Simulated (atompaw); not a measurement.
**Pseudopotential generation for Cu: PAW (atompaw), PBE**

Aim: build the potential from the settings below, then test how well it stands in for the atom: scattering, ghost states and the plane-wave cutoff that it needs.

The numbers are computed with atompaw 4.2.0.5 (PBE, scalar-relativistic, spin-unpolarised reference atom).

## Step 1: The design

The settings as typed:

```
element                 : copper (Cu, Z = 29)
type                    : PAW
frozen core             : [Ar]
valence charge          : 11
reference configuration : 3d10 4s0 4p1
partial waves           : 4s (bound, empty): rc 1.75 bohr; 4s channel at 0.75 Ry: rc 1.75 bohr; 4p (bound): rc 1.75 bohr; 4p channel at 3.85 Ry: rc 1.75 bohr; 3d (bound): rc 0.85 bohr; 3d channel at 3.2 Ry: rc 1.75 bohr
local potential         : bessel scheme, radius 1.15 bohr
core correction         : smooth core density matched at 1.40 bohr
augmentation charge     : besselshape compensation charge, radius 1.35 bohr; PAW radius 1.75 bohr; waves and projectors: custom rrkj gramschmidtortho
```

## Step 2: The generation run

Cu.input reads:

```
Cu 29
GGA-PBE scalarrelativistic loggrid 1500 logderivrange -3 5 201
4 4 3 0 0 0
4 0 0
4 1 1
0 0 0
c
c
c
v
c
c
v
v
2
1.75 1.35 1.15 1.40
y
0.75
n
y
3.85
n
y
3.2
n
custom rrkj gramschmidtortho besselshape
bessel
1.75
1.75
1.75
1.75
0.85
1.75
PWSCFOUT
UPFDX 0.0125d0 UPFXMIN -7.d0 UPFZMESH 29.d0
END
```

Run with:

```
$ atompaw < Cu.input > Cu.log
```

What does the calculation give? Wanted: cutoffs for 10 and 1 mRy, occupied levels; bound ghosts; largest phase difference near zero energy, channels read; lowest eigenvalue of the overlap; share of valence orbitals outside the PAW sphere; UPF file.

As calculated:

| quantity | value |
| --- | --- |
| cutoffs for 10 and 1 mRy, occupied levels | 200 Ry and over 300 Ry |
| bound ghosts | s at -16.18 eV |
| largest phase difference near zero energy, channels read | 3.120 rad |
| lowest eigenvalue of the overlap (Bessel basis) | 0.550 (d) |
| share of valence orbitals outside the PAW sphere | 4s 84 %, 4p 96 %, 3d 12 % |
| UPF file | written |

It has a bound ghost (s), a state that the atom doesn't have, and that rules the file out. The potential is very hard: the looser tolerance needs 200 Ry. The tighter tolerance needs over 300 Ry, and converged work needs a cutoff nearer that. The slowest occupied level is 3d: taken alone it needs 200 Ry to come within 1 mRy, against 12 Ry for 4p. Near zero energy the largest phase difference among the channels read is 3.12 rad, in the p channel (at the energies tabulated). A step near π is an extra or missing state, not a misfit of shape. The pseudo curves have poles with no partner nearby in the atom's: s at -1.18 Ry, p at 0.34 Ry. At positive energy that is a spurious or a displaced resonance. All of this concerns the isolated atom, not yet a solid.
